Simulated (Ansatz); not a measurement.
**BGeH₃+ (quartet): the correlation ladder, cc-pVDZ**

One table from this session's results is given with a row withheld; the runs are named, their logs left out.

The runs use Ansatz 0.2.0, Gaussian basis; cc-pVDZ, core rule «outside noble gas», up to 15 orbitals frozen.

To be run: UHF; CCSD(T) on ROHF; CCSD(T) on UHF; BCCD(T) on ROHF; CISD; CCSDT(Q) on ROHF; CCSDT(Q) on UHF; CASSCF and MRCISD+Q, 9 electrons in 11 orbitals; CASSCF and NEVPT2, 9 electrons in 11 orbitals.

25 further runs of the same task are left out: 2 for a known fault of the program, 7 that didn't finish, 16 set aside as unsound or not needed.

## The system

The geometry is a PBE0/def2-TZVP stationary point (not a proven minimum) of the parent state, kept for this charge and spin. No spin-orbit coupling is included. The filled d shell of Ge may be among the frozen orbitals whatever the setting's name suggests; the logs give the count.

5 atoms, charge 1, spin multiplicity 4.

Atoms are counted from 1 here; the program's logs count them from 0.

Bond lengths: Ge1–B2 1.947 Å, Ge1–H3 1.543 Å, Ge1–H4 1.534 Å, B2–H5 1.189 Å. Angles: B2–Ge1–H3 128.4°, B2–Ge1–H4 122.3°, H3–Ge1–H4 109.4°, Ge1–B2–H5 134.1°.

The first run:

File in.yaml:

```yaml
crystal:
  periodic: [false, false, false]
  atoms:
    - {symbol: Ge, position_ang: [0.000000, 0.015295, 0.254755]}
    - {symbol: B, position_ang: [0.000000, -0.169422, -1.683611]}
    - {symbol: H, position_ang: [0.000000, 1.310352, 1.093730]}
    - {symbol: H, position_ang: [0.000000, -1.198297, 1.192594]}
    - {symbol: H, position_ang: [0.000000, 0.602851, -2.587791]}
basis:
  gaussian: {orbitals: cc-pVDZ}
total_charge: 1
magnetization: {spin_polarized: true, initial_magnetization: 3}
hamiltonian: {xc: hf}
output: {orbitals: {seedname: orbitals}}
```

On the command line:

```console
> ansatz run in.yaml --threads 1 --pin off --events-out ev --progress --plain --max-ram 2393MiB
```

Steps of the session up to this table: UHF; CCSD(T) on ROHF; CCSD(T) on UHF; BCCD(T) on ROHF; CISD; CCSDT(Q) on ROHF; CCSDT(Q) on UHF; CASSCF and MRCISD+Q, 9 electrons in 11 orbitals; CASSCF and NEVPT2, 9 electrons in 11 orbitals.

One table of the session follows, with a row left open; its other results are not shown here.

| method | from UCCSDT(Q) (meV) |
| --- | --- |
| ROHF | +4685.4 |
| UHF | +4620.8 |
| RMP2 | +1258.0 |
| UMP2 | +1243.3 |
| CISD | +452.5 |
| RCCSD | +199.7 |
| UCCSD | +194.0 |
| RCCSD(T) | +56.4 |
| UCCSD(T) | +52.2 |
| BCCD(T) | +56.8 |
| RCCSDT | +11.4 |
| UCCSDT | ? |
| RCCSDT(Q) | +5.1 |
| UCCSDT(Q) | 0 |
| CASSCF valence | +2544.9 |
| NEVPT2 valence | +660.2 |
| MRCISD valence | +141.0 |
| MRCISD+Q valence | +17.3 |

Q: Estimate the row for UCCSDT from the others.

As computed: from UCCSDT(Q) (meV): +6.9. In the column «from UCCSDT(Q) (meV)» it lies between RCCSDT(Q) (+5.1) and RCCSDT (+11.4).

Caveats from the session: Restricted and unrestricted rows rest on different reference determinants; where their highest levels disagree by more than a few hundredths of an eV, they describe different states and don't form one ladder.
